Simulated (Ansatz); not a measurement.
# MnO: the cost of one run

Computed with Ansatz 0.2.0 (DFT PBEsol+U (U_eff = 1.9 eV on Mn 3d), scalar-relativistic, plane waves, PAW, unless a step's input says otherwise).

1 further run of the same task is left out (set aside as unsound or not needed).

## 1. The starting structure

Symmetry: Fm-3m, No. 225, cubic system. Conventional cell: a = 4.444 Å, b = 4.444 Å, c = 4.444 Å, α = 90.00°, β = 90.00°, γ = 90.00°. Mn (site symmetry m-3m) is surrounded by 6 O at 2.22 Å. O (site symmetry m-3m) is surrounded by 6 Mn at 2.22 Å.

As a file:

```
Mn O
1.0
     0.00000    2.22200    2.22200
     2.22200    0.00000    2.22200
     2.22200    2.22200    0.00000
Mn O
1 1
Direct
  0.00000 0.00000 0.00000
  0.50000 0.50000 0.50000
```

The cell is the deposited one, not relaxed. At PBEsol+U (U_eff = 1.9 eV on Mn 3d), an earlier run found 0.69 GPa for this cell of 10.971 Å³/atom (12×12×12 mesh), no gap, moments in the atoms' spheres Mn 4.22; O 0.23 μB.

## 2. Exchange couplings, spin waves and anisotropy by the force theorem

Input file input.yaml:

```yaml
crystal:
  lattice:
    - [0.0, 2.2220003343, 2.2220003343]
    - [2.2220003343, 0.0, 2.2220003343]
    - [2.2220003343, 2.2220003343, 0.0]
  atoms:
    - { symbol: Mn, position: [0.0, 0.0, 0.0], spin: 4.64 }
    - { symbol: O, position: [0.5, 0.5, 0.5] }
basis:
  ecutwfc: 420
  ecutrho_ratio: 4
kpoints:
  mp_grid: { grid: [12, 12, 12] }
  band_path:
    path:
      - [[0.0, 0.0, 0.0], [0.5, 0.0, 0.5], [0.625, 0.25, 0.625]]
      - [[0.375, 0.375, 0.75], [0.0, 0.0, 0.0], [0.5, 0.5, 0.5], [0.5, 0.25, 0.75], [0.5, 0.0, 0.5]]
    npoints: 6
hamiltonian:
  xc: pbesol
  hubbard: { sites: [{ species: Mn, l: d, u_eff: 1.9 }] }
scf:
  occupations: { method: gaussian, width: 0.05 }
  lower_state_search: "off"
output:
  forces: true
  stress: true
  eigenvalues: true
  populations: true
  hubbard: { sites: [{ species: Mn, l: d }] }
  eigenstates:
    nscf_kmesh: { grid: [12, 12, 12] }
    top_band: c26
    exchange_couplings: { magnetic: [{ site: 0 }] }
    magnetocrystalline_anisotropy: {}
magnetization:
  spin_polarized: true
checkpoint:
  read: start.run
  write: ck
  compress: false
  write_wavefunctions: false
  write_every: 100000
```

start.run is the folder with the converged state of an earlier run on this cell.

On the command line:

```sh
$ ansatz run input.yaml --threads 4 --pin off --max-ram 9216MiB --backend cpu --events-out ev --progress --plain --runs-dir out
```

**Question.** How long does this run take on 4 threads of Intel Xeon Platinum 8175M at 2.50GHz (Skylake/Cascade Lake), shared host, and how much memory does it need?

About 49 s, with a peak of 1.2 GiB.
